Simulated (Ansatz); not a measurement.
This script for the Ansatz DFT code, driven from Python starts 5 runs on CsEuCl3, space group Pm-3m. What input does the engine get in each?

The script, `run_plus_u.py`:
```python
"""How the states of CsEuCl3 follow the Hubbard U."""

import warnings

import ansatz as az
import numpy as np

SETTINGS = {
    "xc": "pbesol",
    "ecut": 510,
    "filling": "fermi_dirac",
}


def count_gap(report):
    # lowest empty less highest filled band, counting bands; zero where they overlap
    return max(report.get("gap_by_band_count_ev") or 0.0, 0.0)

warnings.simplefilter("ignore", az.DeckWarning)

cell = (
    az.Lattice.cubic(5.63314002)
    .space_group(221)
    .atom("Cs", (0.0, 0.0, 0.0))
    .atom("Eu", (0.5, 0.5, 0.5))
    .atom("Cl", (0.5, 0.5, 0.0))
    .moments(Eu=4.9)
)

calculation = (
    cell.calculation()
    .kpoints(4, center="gamma")
    .functional(SETTINGS["xc"])
    .spin("collinear")
    .basis(SETTINGS["ecut"])
    .occupations(SETTINGS["filling"])
    .band_table()
)
rows = []
for u in [0.0, 1.5, 3.0, 4.5, 6.0]:
    summary = calculation.hubbard("Eu", "f", u_eff=u).run(threads=1).report
    shell = summary["hubbard"]["n_scf"]
    rows.append((u, count_gap(summary), sum(shell) / len(shell), max(abs(m) for m in summary["site_moments_mub"]), summary["n_iterations"]))
print("      U_eff eV  gap by band count eV  Eu f occupation (projector)  largest moment muB      iterations")
for row in rows:
    print(f"{str(row[0]):>14s}  {row[1]:20.3f}  {row[2]:27.4f}  {row[3]:18.3f}  {row[4]:14d}")
```

Run 1:
```yaml
crystal:
  lattice:
    bravais: cubic
    a: 5.63314002
  space_group: 221
  atoms:
    - { symbol: Cs, position: [0.0, 0.0, 0.0] }
    - { symbol: Eu, position: [0.5, 0.5, 0.5] }
    - { symbol: Cl, position: [0.5, 0.5, 0.0] }
basis:
  ecutwfc: 510.0
kpoints:
  mp_grid:
    grid: [4, 4, 4]
    shift: [0.0, 0.0, 0.0]
hamiltonian:
  xc: pbesol
  hubbard:
    - { species: Eu, l: f, u_eff: 0.0 }
magnetization:
  spin_polarized: true
  per_species:
    Eu: 4.9
scf:
  occupations:
    method: fermi_dirac
output:
  eigenvalues: true
```

Run 2, against run 1:
```diff
-    - { species: Eu, l: f, u_eff: 0.0 }
+    - { species: Eu, l: f, u_eff: 1.5 }
```

Run 3, against run 1:
```diff
-    - { species: Eu, l: f, u_eff: 0.0 }
+    - { species: Eu, l: f, u_eff: 3.0 }
```

Run 4, against run 1:
```diff
-    - { species: Eu, l: f, u_eff: 0.0 }
+    - { species: Eu, l: f, u_eff: 4.5 }
```

Run 5, against run 1:
```diff
-    - { species: Eu, l: f, u_eff: 0.0 }
+    - { species: Eu, l: f, u_eff: 6.0 }
```

Running `python run_plus_u.py` prints:
```text
      U_eff eV  gap by band count eV  Eu f occupation (projector)  largest moment muB      iterations
           0.0                 0.566                       6.9857               6.798              13
           1.5                 1.148                       7.0008               6.817              17
           3.0                 1.802                       7.0043               6.826              27
           4.5                 2.459                       7.0055               6.832              38
           6.0                 3.093                       7.0060               6.837              46
```

From U = 0 to 6 eV the largest site moment goes from 6.80 to 6.84 μB.

Reading the output:
- Open f shells: with a Hubbard U, without spin-orbit coupling; the state reached hangs on the start and needn't be the lowest.
- Semilocal gaps usually lie well under measured ones.
- An opening on this mesh may only mean that it misses a point where bands touch.
- This cell is a computed structure, which may not be the phase found in nature.
- Levels are Kohn-Sham eigenvalues on this mesh, without spin-orbit coupling.
- Shell occupations and the effect of U depend on the projectors; a run with no .spin step is spin-unpolarised, and each U may end in a state that isn't the lowest.
- Finished in 4.8 min on 1 thread of Arm Neoverse V2, on a shared host, peak memory 0.7 GiB.

(A comment or docstring line of the script was reworded after the run, the code is as it ran.)
